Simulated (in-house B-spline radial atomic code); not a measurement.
# In²⁺: a test of the spline order

Aim: see how the result and the number of iterations for In²⁺ depend on the spline order.

The numbers are computed with in-house B-spline radial atomic code version 1 (non-relativistic BP86, spin-polarised, spherical fractional occupations, point nucleus, basis-set limit), except any that are marked as measured or tabulated.

## 1. What is computed

* element: indium (Z = 49)
* charge: +2
* electrons: 47
* configuration: [Kr] 4d10 5s1
* Hamiltonian: non-relativistic
* nucleus: point

Outer shells as boxes (Hund's rule):

[Kr] 4d10 5s1
```
[Kr] core
4d [↑↓][↑↓][↑↓][↑↓][↑↓]
5s [↑ ]
```

Where spins are not typed, each open shell is filled with up spins first.

A run counts as converged when the orbital gradient is under the tolerance times 49 hartree (or under the basis's noise floor) and the energy moved by less than 1e-8 hartree times the root of its size. Energy differences under 2e-05 hartree are noise.

Settings of the run:

```ini
Z = 49
electrons = 47.0
configuration = [Kr] 4d10 5s1
hamiltonian = nr
method = b88,p86
spin_polarised = True
knot_spacing = 0.22
spline_order = 8
gauss_points = 12
box_radius = 22.22
max_iterations = 70
damping = 0.5
damped_steps = 3
diis_vectors = 10
tolerance = 1e-08
start = Thomas-Fermi
```

This reference run was done before. Its total energy is -5742.253950 hartree, and its levels are (the highest eight at most):

| orbital | occupation | energy (eV) | <r> (bohr) |
| --- | --- | --- | --- |
| 3d down | 5 | -456.86 | 0.3243 |
| 4s up | 1 | -128.65 | 0.8785 |
| 4s down | 1 | -128.59 | 0.8781 |
| 4p up | 3 | -94.009 | 0.9350 |
| 4p down | 3 | -93.930 | 0.9339 |
| 4d up | 5 | -37.569 | 1.160 |
| 4d down | 5 | -37.328 | 1.151 |
| 5s up | 1 | -23.319 | 2.406 |

## 2. Spline order 3

Settings of the run:

```ini
Z = 49
electrons = 47.0
configuration = [Kr] 4d10 5s1
hamiltonian = nr
method = b88,p86
spin_polarised = True
knot_spacing = 0.22
spline_order = 3
gauss_points = 12
box_radius = 22.22
max_iterations = 70
damping = 0.5
damped_steps = 3
diis_vectors = 10
tolerance = 1e-08
start = Thomas-Fermi
```

Started as:

```sh
python run_scf.py task.json out
```

One command runs all members of the session, one after another, from task.json.

## 3. Spline order 4

The settings differ from step 2 so:

```diff
@@ -7,3 +7,3 @@
 knot_spacing = 0.22
-spline_order = 3
+spline_order = 4
 gauss_points = 12
```

## 4. Spline order 5

The settings differ from step 3 so:

```diff
@@ -7,3 +7,3 @@
 knot_spacing = 0.22
-spline_order = 4
+spline_order = 5
 gauss_points = 12
```

## 5. Spline order 6

The settings differ from step 4 so:

```diff
@@ -7,3 +7,3 @@
 knot_spacing = 0.22
-spline_order = 5
+spline_order = 6
 gauss_points = 12
```

## 6. Spline order 7

The settings differ from step 5 so:

```diff
@@ -7,3 +7,3 @@
 knot_spacing = 0.22
-spline_order = 6
+spline_order = 7
 gauss_points = 12
```

## 7. Spline order 10

The settings differ from step 6 so:

```diff
@@ -7,3 +7,3 @@
 knot_spacing = 0.22
-spline_order = 7
+spline_order = 10
 gauss_points = 12
```

Which of these runs converge to the reference energy, which miss it and by about how much, and which fail?

As calculated:

| run | outcome | iterations | energy less the reference (hartree) |
| --- | --- | --- | --- |
| reference | converged | 10 | 0 |
| spline order 3 | converged | 10 | +0.173 |
| spline order 4 | converged | 10 | +0.00313 |
| spline order 5 | converged | 10 | +0.000102 |
| spline order 6 | converged | 10 | below noise |
| spline order 7 | converged | 10 | below noise |
| spline order 10 | converged | 10 | below noise |

Of 6 changed inputs, 3 gave the reference energy within 2e-05 hartree and 3 converged to another value. The worst converged miss is +0.173 hartree (spline order 3): splines of so low an order are too stiff.
